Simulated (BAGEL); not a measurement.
**PBE0/def2-SVP (density fitting with qzvpp-jkfit) run of Al2H4Cl2 (SMILES [AlH2-]1[Cl+][AlH2-][Cl+]1)**

Aim: the energy change on altering one bond length of Al2H4Cl2 at PBE0/def2-SVP (density fitting with qzvpp-jkfit), from 2 runs. 

The calculation is run with BAGEL 1.2.2.

1 further run of the same task is left out (set aside as unsound or not needed).

**1. The molecule**

Al2H4Cl2: 8 atoms, total charge 0, spin state singlet. SMILES: `[AlH2-]1[Cl+][AlH2-][Cl+]1`. Geometry: relaxed at PBE0-D4/def2-TZVP.

Bond lengths: Al1–Cl2 2.300 Å, Cl2–Al3 2.300 Å, Al1–Cl4 2.300 Å, Al3–Cl4 2.300 Å, Al1–H5 1.573 Å, Al1–H6 1.573 Å, Al3–H7 1.573 Å, Al3–H8 1.573 Å. Some angles: Al1–Cl2–Al3 89.2°, Cl2–Al1–Cl4 90.8°, Cl2–Al3–Cl4 90.8°, Al1–Cl4–Al3 89.2°, Cl2–Al1–H5 108.1°, Cl2–Al1–H6 108.1°, Cl4–Al1–H5 108.1°, Cl4–Al1–H6 108.2°, Cl2–Al3–H7 108.1°, Cl2–Al3–H8 108.2°.

**2. The energy at PBE0/def2-SVP (density fitting with qzvpp-jkfit)**

job.json reads:

```json
{ "bagel": [

{
  "title": "molecule",
  "basis": "svp",
  "df_basis": "qzvpp-jkfit",
  "angstrom": true,
  "geometry": [
    { "atom": "Al", "xyz": [      -0.642700,       1.470000,      -0.183400 ] },
    { "atom": "Cl", "xyz": [       1.320400,       0.665200,       0.704600 ] },
    { "atom": "Al", "xyz": [       0.642800,      -1.470000,       0.183200 ] },
    { "atom": "Cl", "xyz": [      -1.325100,      -0.666000,      -0.694700 ] },
    { "atom": "H", "xyz": [      -0.304000,       2.211100,      -1.528700 ] },
    { "atom": "H", "xyz": [      -1.534500,       1.999500,       0.999000 ] },
    { "atom": "H", "xyz": [       1.532800,      -1.989800,      -1.005000 ] },
    { "atom": "H", "xyz": [       0.310400,      -2.220000,       1.525100 ] }
  ]
},

{
  "title": "ks",
  "xc_func": "pbe0",
  "charge": 0
},

{
  "title": "print",
  "file": "orbitals.molden",
  "orbitals": true
}

]}
```

Launch:

```console
$ BAGEL_NUM_THREADS=1 BAGEL job.json > job.out
```

Standard output:

```text
* using 1 threads per process

  ===============================================================
  ===============================================================

  *** Geometry ***

  { "atom" : "Al", "xyz" : [     -1.214527,      2.777897,     -0.346576 ] },
  { "atom" : "Cl", "xyz" : [      2.495194,      1.257046,      1.331501 ] },
  { "atom" : "Al", "xyz" : [      1.214716,     -2.777897,      0.346198 ] },
  { "atom" : "Cl", "xyz" : [     -2.504076,     -1.258558,     -1.312793 ] },
  { "atom" : "H", "xyz" : [     -0.574477,      4.178373,     -2.888824 ] },
  { "atom" : "H", "xyz" : [     -2.899785,      3.778507,      1.887836 ] },
  { "atom" : "H", "xyz" : [      2.896572,     -3.760177,     -1.899175 ] },
  { "atom" : "H", "xyz" : [      0.586571,     -4.195192,      2.882021 ] },

  Number of auxiliary basis functions:      584

  Since a DF basis is specified, we compute 2- and 3-index integrals:
    o Being stored without compression. Storage requirement is 0.040 GB

  Number of basis functions:       92
  Number of electrons      :       64

    * METHOD: MOLECULE                             0.27

  *** Kohn-Sham DFT ***

    * Removing 15487 points whose weight is below 1.00e-10
    * Grid points: 103761

  === Nuclear Repulsion ===
   325.4002577523

       - DIIS with orbital gradients will be used.

  === KS iteration (pbe0 / svp) ===
      0      -1378.62903378          0.07232706           0.73
      1      -1372.98268478          0.08626551           0.51
      2      -1382.50282451          0.08346542           0.43
      3      -1405.02580566          0.04487308           0.51
      4      -1406.10280676          0.02400155           0.44
      5      -1406.61661548          0.01397374           0.43
      6      -1406.74341712          0.00822422           0.42
      7      -1406.82644278          0.00098520           0.43
      8      -1406.82762382          0.00014895           0.47
      9      -1406.82764781          0.00002120           0.46
     10      -1406.82764842          0.00000521           0.43
     11      -1406.82764845          0.00000090           0.47
     12      -1406.82764845          0.00000052           0.48
     13      -1406.82764845          0.00000002           0.55
     14      -1406.82764845          0.00000001           0.52
    * SCF iteration converged.

    * Permanent dipole moment:
           (    0.000538,     0.000191,    -0.000800) a.u.

    * METHOD: KS                                   7.82

    * METHOD: PRINT                                0.02

  ===============================================================
```

Run time: 9 s. Hardware: 1 thread of Intel Xeon 6975P-C (Granite Rapids), shared host; peak memory 0.5 GiB.

**3. The distorted shape**

job.json reads:

```json
{ "bagel" : [

{
  "title" : "molecule",
  "basis" : "svp",
  "df_basis" : "qzvpp-jkfit",
  "angstrom" : true,
  "geometry" : [
    { "atom" : "Al", "xyz" : [      -0.476499,       1.845003,      -0.854356 ] },
    { "atom" : "Cl", "xyz" : [       1.486601,       1.040203,       0.033644 ] },
    { "atom" : "Al", "xyz" : [       0.809001,      -1.094997,      -0.487756 ] },
    { "atom" : "Cl", "xyz" : [      -1.158899,      -0.290997,      -1.365656 ] },
    { "atom" : "H", "xyz" : [      -0.137799,       2.586103,      -2.199656 ] },
    { "atom" : "H", "xyz" : [      -1.368299,       2.374503,       0.328044 ] },
    { "atom" : "H", "xyz" : [       1.699001,      -1.614797,      -1.675956 ] },
    { "atom" : "H", "xyz" : [       0.310400,      -2.220000,       1.525100 ] }
  ]
},

{ "title" : "ks", "xc_func" : "pbe0" },

{ "title" : "print", "file" : "orbitals.molden", "orbitals" : true }

]}
```

Launch:

```console
$ BAGEL_NUM_THREADS=1 BAGEL job.json > job.out
```

Standard output:

```text
* using 1 threads per process

  ===============================================================
  ===============================================================

  *** Geometry ***

  { "atom" : "Al", "xyz" : [     -0.900453,      3.486550,     -1.614499 ] },
  { "atom" : "Cl", "xyz" : [      2.809269,      1.965699,      0.063578 ] },
  { "atom" : "Al", "xyz" : [      1.528790,     -2.069244,     -0.921725 ] },
  { "atom" : "Cl", "xyz" : [     -2.190002,     -0.549905,     -2.580716 ] },
  { "atom" : "H", "xyz" : [     -0.260402,      4.887026,     -4.156747 ] },
  { "atom" : "H", "xyz" : [     -2.585710,      4.487160,      0.619913 ] },
  { "atom" : "H", "xyz" : [      3.210647,     -3.051524,     -3.167098 ] },
  { "atom" : "H", "xyz" : [      0.586571,     -4.195192,      2.882021 ] },

  Number of auxiliary basis functions:      584

  Since a DF basis is specified, we compute 2- and 3-index integrals:
    o Being stored without compression. Storage requirement is 0.040 GB

  Number of basis functions:       92
  Number of electrons      :       64

    * METHOD: MOLECULE                             0.33

  *** Kohn-Sham DFT ***

    * Removing 15082 points whose weight is below 1.00e-10
    * Grid points: 104166

  === Nuclear Repulsion ===
   322.7612678521

       - DIIS with orbital gradients will be used.

  === KS iteration (pbe0 / svp) ===
      0      -1378.81691731          0.07184037           0.71
      1      -1373.99731487          0.08463461           0.58
      2      -1382.78669780          0.08298332           0.65
      3      -1404.65243201          0.04534422           0.68
      4      -1406.07438429          0.02317949           0.64
      5      -1406.56333361          0.01310014           0.61
      6      -1406.70127514          0.00700118           0.61
      7      -1406.75414571          0.00242199           0.64
      8      -1406.76166929          0.00055788           0.55
      9      -1406.76196787          0.00009862           0.51
     10      -1406.76197884          0.00002183           0.55
     11      -1406.76197935          0.00000399           0.56
     12      -1406.76197936          0.00000131           0.51
     13      -1406.76197937          0.00000046           0.51
     14      -1406.76197937          0.00000024           0.51
     15      -1406.76197937          0.00000003           0.52
     16      -1406.76197937          0.00000001           0.46
    * SCF iteration converged.

    * Permanent dipole moment:
           (   -0.085288,    -0.351763,     0.496276) a.u.

    * METHOD: KS                                  10.41

    * METHOD: PRINT                                0.01

  ===============================================================
```

Wall time 12 s (1 thread of Intel Xeon 6975P-C (Granite Rapids), shared host); peak memory 0.5 GiB.

**4. What came out**

At PBE0/def2-SVP (density fitting with qzvpp-jkfit):

| quantity | value |
| --- | --- |
| first shape: total energy | -1406.82765 Eh |
| first shape: dipole moment | 0.00 D |
| first shape: HOMO energy | -8.40 eV |
| first shape: LUMO energy | -0.83 eV |
| first shape: HOMO–LUMO gap | 7.57 eV |
| distorted shape: total energy | -1406.76198 Eh |
| distorted shape: dipole moment | 1.56 D |
| distorted shape: HOMO energy | -7.33 eV |
| distorted shape: LUMO energy | -1.25 eV |
| distorted shape: HOMO–LUMO gap | 6.09 eV |
| energy change with the Al3–H8 bond stretched from 1.573 to 2.359 Å | 1.787 eV |

With the Al3–H8 bond stretched from 1.573 to 2.359 Å the energy rises by 1.79 eV (41 kcal/mol). The first shape isn't relaxed at this level, so the change isn't measured from a minimum.
